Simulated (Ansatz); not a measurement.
# CH7GeN: the cost of one run

Method: RKS PBE0-D4/def2-SVP, in Ansatz 0.2.0.

## 1. The starting structure

Bond lengths: Ge1–N2 2.228 Å, Ge1–C3 1.932 Å, Ge1–H5 1.521 Å, Ge1–H6 1.520 Å, N2–H7 1.015 Å, N2–H8 1.015 Å, C3–H9 1.085 Å, C3–H10 1.084 Å. Angles: Ge1–N2–H7 120.4°, Ge1–N2–H8 114.1°, H7–N2–H8 106.1°, N2–Ge1–C3 75.0°, N2–Ge1–H5 103.1°, N2–Ge1–H6 103.0°, C3–Ge1–H5 126.6°, C3–Ge1–H6 126.3°, H5–Ge1–H6 106.5°, Ge1–C3–H9 114.6°, Ge1–C3–H10 115.0°, H9–C3–H10 109.5°.

Structure file:

```xyz
10

Ge   -0.7845    0.1241    0.7702
N     1.3539   -0.1735    0.2209
C    -0.7716    0.0289   -1.1591
H     0.5869   -0.1494   -0.8952
H    -0.7512    1.3884    1.6149
H    -1.0555   -1.0262    1.7267
H     1.8765   -0.9578    0.5978
H     1.9361    0.6457    0.3616
H    -1.3097   -0.8173   -1.5732
H    -1.0808    0.9372   -1.6645
```

## 2. A restrained relaxation towards end A

Springs on the bonds that form and break draw the guess towards this end; the thresholds are loose.

input.yaml

```yaml
crystal:
  periodic: [false, false, false]
  atoms:
    - { symbol: Ge, position_ang: [-0.7845, 0.1241, 0.7702] }
    - { symbol: "N", position_ang: [1.3539, -0.1735, 0.2209] }
    - { symbol: C, position_ang: [-0.7716, 0.0289, -1.1591] }
    - { symbol: H, position_ang: [0.5869, -0.1494, -0.8952] }
    - { symbol: H, position_ang: [-0.7512, 1.3884, 1.6149] }
    - { symbol: H, position_ang: [-1.0555, -1.0262, 1.7267] }
    - { symbol: H, position_ang: [1.8765, -0.9578, 0.5978] }
    - { symbol: H, position_ang: [1.9361, 0.6457, 0.3616] }
    - { symbol: H, position_ang: [-1.3097, -0.8173, -1.5732] }
    - { symbol: H, position_ang: [-1.0808, 0.9372, -1.6645] }
basis:
  gaussian: { orbitals: def2-SVP }
hamiltonian:
  xc: pbe0
  dispersion: d4
relax:
  f_tol: 0.15
  max_steps: 25
  restrain:
    - { distance: [3, 1], at: 2.32, k: 30.0 }
    - { distance: [0, 1], at: 1.91, k: 30.0 }
    - { distance: [3, 2], at: 1.07, k: 30.0 }
```

On the command line:

```
$ ansatz run input.yaml --threads 2 --pin off --max-ram 3072MiB --backend cpu --events-out ev --progress --plain --runs-dir out
```

**Question.** How long does this run take on 2 threads of Arm Neoverse V1, shared host, and how much memory does it need?

About 37 s, with a peak of 0.2 GiB.
